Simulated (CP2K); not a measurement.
Crystal: WAu.

```xyz
2
Lattice="4.1142 0.0000 0.0000 2.0571 3.5630 0.0000 2.0571 1.1877 3.3593" Properties=species:S:1:pos:R:3 pbc="T T T"
W     0.0000    0.0000    0.0000
Au    6.1714    3.5630    2.5194
```

The cell was built by a generator and needn't be a form met in nature.

Base run:

```yaml
Program: CP2K 2026.2
Functional: PBEsol
Potentials_or_basis: POTENTIAL_UZH W GTH-PBE-q14, Au GTH-PBE-q11; TZVP-MOLOPT-PBE-GTH basis
Density_cutoff: 9524 eV
k_mesh: 8 × 8 × 8
Occupations: fermi-dirac, width 0.05 eV
Spin: no spin polarisation
```

Its results: band gap on the k mesh none (metal or under the smearing width); pressure -2.5 GPa.

Q: The run is repeated on the same cell with these changes: functional from PBEsol to LDA. What comes out?

A: Band gap on the k mesh none (metal or under the smearing width); pressure -4.1 GPa.

LDA binds more tightly than PBEsol, so the same cell stands under less pressure.

Caveats: the potentials were made for another functional, which shifts forces and pressure; the basis of atomic orbitals isn't converged, which shifts pressures, moduli and gaps.

Not every run made on this cell is shown here.
